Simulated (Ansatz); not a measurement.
B₂H₆Si, SMILES BB[SiH3], an atomisation energy

With the Python package of Ansatz (0.2.0).

At the Python prompt:
```pycon
>>> from collections import Counter
>>> import ansatz as az
>>> BASIS_SET = 'pcseg-2'
>>> LEVEL = 'mp2'
>>> def single_point(molecule, charge=0, unpaired=0):
...     calc = molecule.calculation().basis(gaussian=BASIS_SET).correlation(LEVEL)
...     if charge:
...         calc = calc.charge(charge)
...     if unpaired:
...         calc = calc.spin('collinear', total=unpaired)
...     report = calc.run(threads=1).report
...     if report['published_state_doubts']:
...         print('  doubts:', report['published_state_doubts'])
...     return report['free_energy_ev']
...
>>> geometry_ang = [
...     ('B', (-1.1937, 0.8115, -0.8505)),
...     ('B', (0.2342, 0.7201, -0.132)),
...     ('Si', (0.7436, -0.9554, 0.6616)),
...     ('H', (-1.9001, -0.0593, -0.8987)),
...     ('H', (-1.5647, 1.8736, -1.37)),
...     ('H', (0.9668, 1.6674, -0.1017)),
...     ('H', (0.8168, -2.0066, -0.3479)),
...     ('H', (2.1598, -0.797, 1.2457)),
...     ('H', (-0.1742, -1.3006, 1.7763)),
... ]
>>> system = az.Crystal.molecule()
>>> for symbol, xyz in geometry_ang:
...     system = system.atom(symbol, xyz)
...
>>> # Hund ground states
>>> unpaired = {'B': 1, 'Si': 2, 'H': 1}
>>> counts = Counter(site.symbol for site in system.cartesian_sites)
>>> atom_energy = {s: single_point(az.Crystal.molecule().atom(s, (0, 0, 0)), 0, unpaired[s]) for s in counts}
>>> whole = single_point(system, 0, 0)
>>> for s, e in atom_energy.items():
...     print(f'{s:2s} x{counts[s]}  {e:14.5f} eV')
...
B  x2      -668.61027 eV
Si x1     -7861.30528 eV
H  x6       -13.60238 eV
>>> print(f'B2H6Si: {whole:.5f} eV')
B2H6Si: -9307.03986 eV
>>> split = sum(counts[s] * e for s, e in atom_energy.items()) - whole
>>> print(f'atomisation energy (no zero-point term): {23.060548 * split:.1f} kcal/mol, {split / sum(counts.values()):.3f} eV an atom')
atomisation energy (no zero-point term): 620.3 kcal/mol, 2.989 eV an atom
```

620.3 kcal/mol from the electronic energies, without the zero-point term.

What to keep in mind:
- Total energies depend on the basis set; only differences at equal settings carry meaning.
- The geometry is a force-field or estimated start, not a minimum of this method, and the basis set is short of its limit. All parts are taken at fixed geometry, without zero-point energy.
- It ran for 2.9 s on 1 thread of Arm Neoverse V2 (shared host), peak memory 0.35 GiB.
